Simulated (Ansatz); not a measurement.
## GaGe in Ansatz: the effect of functional

The system is GaGe.

```
Ge Ga
1.0
     0.00000    2.87839    2.87839
     2.87839    0.00000    2.87839
     2.87839    2.87839    0.00000
Ge Ga
1 1
Direct
  0.00000 0.00000 0.00000
  0.25000 0.25000 0.25000
```

The cell comes from a database or a generator and needn't be the stable form of this composition.

The cell isn't the ideal one: volume scaled by 0.98.

Alike in all runs:

```yaml
Program: Ansatz 0.2.0
Task: single point
Potentials_or_basis: Ansatz PAW
k_mesh: 8 × 8 × 8
Occupations: fermi-dirac, width 0.05 eV
Spin: no spin polarisation
```

Task: One run gave: pressure -3.2 GPa. Which functional did it use?
A. PBEsol
B. r2SCAN
C. LDA

Result: C.

| functional | cutoff | pressure (GPa) |
| --- | --- | --- |
| LDA | 420 eV (not typed: the program's choice for these potentials) | -3.2 |
| PBEsol | 420 eV (not typed: the program's choice for these potentials) | -1.4 |
| r2SCAN | 500 eV (not typed: the program's choice for these potentials) | -1.1 |

Caveats: the PAW data sets come from PBE, with cores solved anew for the run's functional, which leaves a small shift of forces and pressure.

Runs at the PBE level aren't shown here.
